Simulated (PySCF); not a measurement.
# C6H14Si4: the cost of one run

The runs use PySCF 2.14.0, with density-fitted response routines of our own; the level of theory stands in each step. All values are computed, except where a source is named. Atoms count from 0, in the outputs and in this text.

## Step 1: The starting structure

24 atoms, charge 0, multiplicity 1; geometry from: GFN2-xTB.

Bonds of the start (Å): Si0–Si1 2.34, Si1–Si2 2.34, Si1–Si3 2.34, Si1–C4 1.91, C4–C5 1.39, C5–C6 1.38, C6–C7 1.39, C7–C8 1.38, C8–C9 1.38, C9–C4 1.39, Si0–H10 1.47, Si0–H11 1.47, Si0–H12 1.47, Si2–H13 1.47, Si2–H14 1.47, Si2–H15 1.46, Si3–H16 1.47, Si3–H17 1.47, Si3–H18 1.47, C5–H19 1.08, C6–H20 1.08, C7–H21 1.08, C8–H22 1.08, C9–H23 1.08.

## Step 2: Optimising the geometry at PBE0-D3(BJ)/def2-SVP

Job settings and geometry (Å):

```
{"job": {"xc": "PBE0", "basis": "def2-SVP", "d3": "d3bj", "grid": 2, "kind": "geom"}, "charge": 0, "multiplicity": 1}
Si    -1.483780    -2.197360    -0.777830
Si    -0.977010    -0.040450    -0.014070
Si    -1.808940     1.617920    -1.437520
Si    -1.633130     0.289760     2.209970
C      0.926660     0.071940    -0.015980
C      1.673710    -0.810730     0.758810
C      3.054490    -0.756160     0.784220
C      3.723080     0.192370     0.027770
C      2.998820     1.078180    -0.751130
C      1.616820     1.014770    -0.768780
H     -0.914150    -3.264480     0.050020
H     -1.030400    -2.460620    -2.146160
H     -2.935060    -2.404410    -0.768060
H     -1.370590     1.484750    -2.829550
H     -1.460520     2.982340    -1.030500
H     -3.272160     1.562830    -1.455540
H     -1.274700     1.607600     2.741010
H     -3.089720     0.171130     2.325940
H     -1.068750    -0.690040     3.142710
H      1.160290    -1.554910     1.353130
H      3.611610    -1.452510     1.394700
H      4.802210     0.238970     0.044010
H      3.511730     1.821480    -1.344720
H      1.062130     1.712880    -1.381570
```

**Question.** How long does this first job take on 8 threads of AMD EPYC 9R45 (Zen 5), shared host?

About 1.9 min.
